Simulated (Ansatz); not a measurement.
What does this script print? It uses Ansatz 0.2.0 through its Python package.

`c2h4no.py`
```python
# -*- coding: utf-8 -*-
"""Atomisation energy of C2H4NO at the given geometry."""

from collections import Counter

import ansatz as az

SETTINGS = {
    "basis_set": "def2-SVPD",
    "functional": "r2scan0",
}


def energy_of(molecule, charge=0, unpaired=0):
    calc = (
        molecule.calculation()
        .basis(gaussian=SETTINGS["basis_set"])
        .functional(SETTINGS["functional"])
    )
    if charge:
        calc = calc.charge(charge)
    if unpaired:
        calc = calc.spin("collinear", total=unpaired)
    report = calc.run(threads=1).report
    if report["published_state_doubts"]:
        print("  doubts:", report["published_state_doubts"])
    return report["free_energy_ev"]

GEOMETRY = """
C    -0.99710   -0.10820   -0.41480
O     0.38500   -0.44030   -0.48940
C     1.33400    0.04230    0.41700
N     0.99730    0.82920    1.38640
H    -1.53840   -0.61300   -1.24110
H    -1.41920   -0.45100    0.55360
H    -1.13070    0.98980   -0.51570
H     2.36920   -0.24890    0.30390
"""

geometry = az.Crystal.molecule()
for line in GEOMETRY.strip().splitlines():
    symbol, *xyz = line.split()
    geometry = geometry.atom(symbol, [float(v) for v in xyz])

# Hund ground states
unpaired = {"C": 2, "O": 2, "N": 3, "H": 1}
counts = Counter(site.symbol for site in geometry.cartesian_sites)
atom_energy = {s: energy_of(az.Crystal.molecule().atom(s, (0, 0, 0)), 0, unpaired[s]) for s in counts}
whole = energy_of(geometry, 0, 1)
for s, e in atom_energy.items():
    print(f"{s:2s} x{counts[s]}  {e:14.5f} eV")
print(f"C2H4NO: {whole:.5f} eV")
split = sum(counts[s] * e for s, e in atom_energy.items()) - whole
print(f"atomisation energy (no zero-point term): {split:.3f} eV, {split / sum(counts.values()):.3f} eV an atom")
```

```console
$ python c2h4no.py
C  x2     -1028.29590 eV
O  x1     -2039.97184 eV
N  x1     -1483.47621 eV
H  x4       -13.58464 eV
C2H4NO: -5665.71223 eV
atomisation energy (no zero-point term): 31.334 eV, 3.917 eV an atom
```

31.334 eV from the electronic energies, without the zero-point term.

Total energies depend on the basis set; only differences at equal settings carry meaning. The geometry is a force-field or estimated start, not a minimum of this method, and the basis set is short of its limit. All parts are taken at fixed geometry, without zero-point energy. The run takes the species as open-shell (spin multiplicity 2), which needn't be its ground state. The whole script took 13 s on 1 thread of Arm Neoverse V2, on a shared host, peak memory 0.33 GiB.
